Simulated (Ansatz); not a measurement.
# HF/def2-SVP run of Si2H4OF2 (SMILES O[SiH](F)[SiH2]F)

What is the electronic atomisation energy of Si2H4OF2 at HF/def2-SVP? 

The results are computed with Ansatz 0.2.0.

57 further runs of the same task are left out: 57 set aside as unsound or not needed.

## (1) The structure to begin with

Si2H4OF2 has 9 atoms, charge 0, and is taken as a singlet. SMILES: `O[SiH](F)[SiH2]F`. Geometry: relaxed at PBE0-D4/def2-TZVP. This is one conformer, not always the lowest.

Bond lengths: O1–Si2 1.634 Å, Si2–F3 1.601 Å, Si2–Si4 2.358 Å, Si4–F5 1.612 Å, O1–H6 0.959 Å, Si2–H7 1.480 Å, Si4–H8 1.485 Å, Si4–H9 1.487 Å. Some angles: O1–Si2–F3 110.8°, O1–Si2–Si4 109.5°, F3–Si2–Si4 107.8°, Si2–Si4–F5 106.0°, O1–Si2–H7 106.2°, F3–Si2–H7 107.1°, Si4–Si2–H7 115.4°, Si2–O1–H6 118.4°, Si2–Si4–H8 114.0°, Si2–Si4–H9 111.6°.

## (2) The energy at HF/def2-SVP

job.yaml

```yaml
crystal:
  periodic: [false, false, false]
  atoms:
    - {symbol: O, position_ang: [0.844300, 1.766700, -0.485000]}
    - {symbol: Si, position_ang: [0.969400, 0.137800, -0.453100]}
    - {symbol: F, position_ang: [0.986700, -0.459700, -1.938500]}
    - {symbol: Si, position_ang: [-0.894000, -0.772400, 0.668300]}
    - {symbol: F, position_ang: [-2.133900, 0.202600, 0.333800]}
    - {symbol: H, position_ang: [-0.014200, 2.154900, -0.665100]}
    - {symbol: H, position_ang: [2.284600, -0.163900, 0.153800]}
    - {symbol: H, position_ang: [-1.253000, -2.143900, 0.226600]}
    - {symbol: H, position_ang: [-0.701500, -0.768300, 2.142300]}
basis:
  gaussian:
    orbitals: def2-SVP
magnetization:
  spin_polarized: false
  initial_magnetization: 0
hamiltonian:
  xc: hf
accuracy: high
output: {orbitals: {seedname: orbitals}}
```

Run with:

```console
$ ansatz run job.yaml --threads 1 --pin off --max-ram 2610MiB --events-out events.jsonl --progress --plain --runs-dir runs
```

What it wrote:

```text
Warning: RAYON_NUM_THREADS=1 ignored (pool sized by the plan → 1); use --threads N
Functional definition: HF
  name "HF"
  exchange = exact_x
  correlation = 0
2049 factors; integrals over basis functions are off by at most 5.5e-9 eV
mean field evaluation 1: about -23225.8150 eV, gradient 4.5e1 eV
mean field evaluation 2: about -23225.9068 eV, gradient 4.5e1 eV
mean field evaluation 4: about -23229.8934 eV, gradient 2.7e0 eV
mean field evaluation 8: about -23229.9308 eV, gradient 1.8e-1 eV
mean field evaluation 16: about -23229.9309 eV, gradient 1.5e-8 eV
mean field -23229.93094264 eV, -853.6842163292 hartree, gradient 1.5e-8 eV, S^2 0.000000; 0 other end points of the search recorded, 0 dependent functions left out
reference -23229.93094264 eV, -853.6842163292 hartree; 29, 29 occupied and 69, 69 virtual orbitals, 2049 factors
Total energy: -23229.93094264 eV, -853.6842163292 hartree
```

It took 3.6 s on 1 thread of Arm Neoverse V2, shared host; peak memory 0.29 GiB.

## (3) The F atom, same level

in.yaml

```yaml
crystal:
  periodic: [false, false, false]
  atoms:
    - {symbol: F, position_ang: [0.000000, 0.000000, 0.000000]}
basis:
  gaussian:
    orbitals: def2-SVP
accuracy: high
hamiltonian:
  xc: hf
magnetization:
  spin_polarized: true
  initial_magnetization: 1
```

Run with:

```console
$ ansatz run in.yaml --threads 1 --pin off --max-ram 2610MiB --events-out events.jsonl --progress --plain --runs-dir runs
```

What it wrote:

```text
Warning: RAYON_NUM_THREADS=1 ignored (pool sized by the plan → 1); use --threads N
[... 4 set-up lines as earlier in the session ...]
95 factors; integrals over basis functions are off by at most 1.3e-9 eV
mean field evaluation 1: about -2701.5085 eV, gradient 7.1e0 eV
mean field evaluation 2: about -2701.5087 eV, gradient 7.1e0 eV
mean field evaluation 4: about -2701.6549 eV, gradient 6.3e-1 eV
mean field evaluation 8: about -2701.6567 eV, gradient 3.4e-4 eV
mean field evaluation 16: about -2701.6567 eV, gradient 7.7e-2 eV
mean field -2701.65666529 eV, -99.2840512006 hartree, gradient 3.3e-9 eV, S^2 0.752413; 0 other end points of the search recorded, 0 dependent functions left out
reference -2701.65666529 eV, -99.2840512006 hartree; 5, 4 occupied and 9, 10 virtual orbitals, 95 factors
Total energy: -2701.65666529 eV, -99.2840512006 hartree
```

Run time: 0.06 s. Hardware: 1 thread of Arm Neoverse V2, shared host.

## (4) The H atom at the same level

in.yaml

```yaml
crystal:
  periodic: [false, false, false]
  atoms:
    - {symbol: H, position_ang: [0.000000, 0.000000, 0.000000]}
basis:
  gaussian: {orbitals: def2-SVP}
magnetization: {spin_polarized: true, initial_magnetization: 1}
hamiltonian: {xc: hf}
accuracy: high
```

Run the same way, it converges to -0.49928 Eh (log not shown).

## (5) The O atom at the same level

in.yaml

```yaml
basis:
  gaussian: {orbitals: def2-SVP}
crystal:
  periodic: [false, false, false]
  atoms:
    - {symbol: O, position_ang: [0.000000, 0.000000, 0.000000]}
magnetization: {spin_polarized: true, initial_magnetization: 2}
hamiltonian: {xc: hf}
accuracy: high
```

Run the same way, it converges to -74.72010 Eh (log not shown).

## (6) The Si atom

input.yaml

```yaml
crystal:
  periodic: [false, false, false]
  atoms:
    - {symbol: Si, position_ang: [0.000000, 0.000000, 0.000000]}
basis:
  gaussian:
    orbitals: def2-SVP
magnetization:
  spin_polarized: true
  initial_magnetization: 2
hamiltonian:
  xc: hf
accuracy: high
```

Run with:

```console
$ ansatz run input.yaml --threads 1 --pin off --max-ram 2610MiB --events-out events.jsonl --progress --plain --runs-dir runs
```

What it wrote:

```text
Warning: RAYON_NUM_THREADS=1 ignored (pool sized by the plan → 1); use --threads N
[... 4 set-up lines as earlier in the session ...]
134 factors; integrals over basis functions are off by at most 2.5e-9 eV
mean field evaluation 1: about -7857.1876 eV, gradient 3.6e0 eV
mean field evaluation 2: about -7857.1927 eV, gradient 3.7e0 eV
mean field evaluation 4: about -7857.3733 eV, gradient 1.4e-1 eV
mean field evaluation 8: about -7857.3729 eV, gradient 3.3e-8 eV
mean field evaluation 16: about -7857.3712 eV, gradient 3.5e-1 eV
mean field evaluation 32: about -7857.3729 eV, gradient 8.1e-3 eV
mean field -7857.37290870 eV, -288.7531284761 hartree, gradient 4.4e-8 eV, S^2 2.008908; 2 other end points of the search recorded, 0 dependent functions left out
reference -7857.37290870 eV, -288.7531284761 hartree; 8, 6 occupied and 10, 12 virtual orbitals, 134 factors
Total energy: -7857.37290870 eV, -288.7531284761 hartree
```

Wall time 0.06 s (1 thread of Arm Neoverse V2, shared host).

## (7) Outcome

Level: HF/def2-SVP.

| quantity | value |
| --- | --- |
| molecule: total energy | -853.68422 Eh |
| molecule: HOMO energy | -11.39 eV |
| molecule: LUMO energy | 2.62 eV |
| molecule: HOMO–LUMO gap | 14.00 eV |
| F atom: total energy | -99.28405 Eh |
| F atom: ⟨S²⟩ | 0.752 |
| H atom: total energy | -0.49928 Eh |
| H atom: ⟨S²⟩ | 0.750 |
| O atom: total energy | -74.72010 Eh |
| O atom: ⟨S²⟩ | 2.005 |
| Si atom: total energy | -288.75313 Eh |
| Si atom: ⟨S²⟩ | 2.009 |
| electronic atomisation energy | 24.290 eV |

**Reading.** Taking the molecule apart into free atoms costs 24.29 eV (560 kcal/mol), before zero-point energy and without spin-orbit coupling. Hartree–Fock lacks the correlation of the bonding pairs, which as a rule makes this value much too low; in minimal bases other errors can mask that.
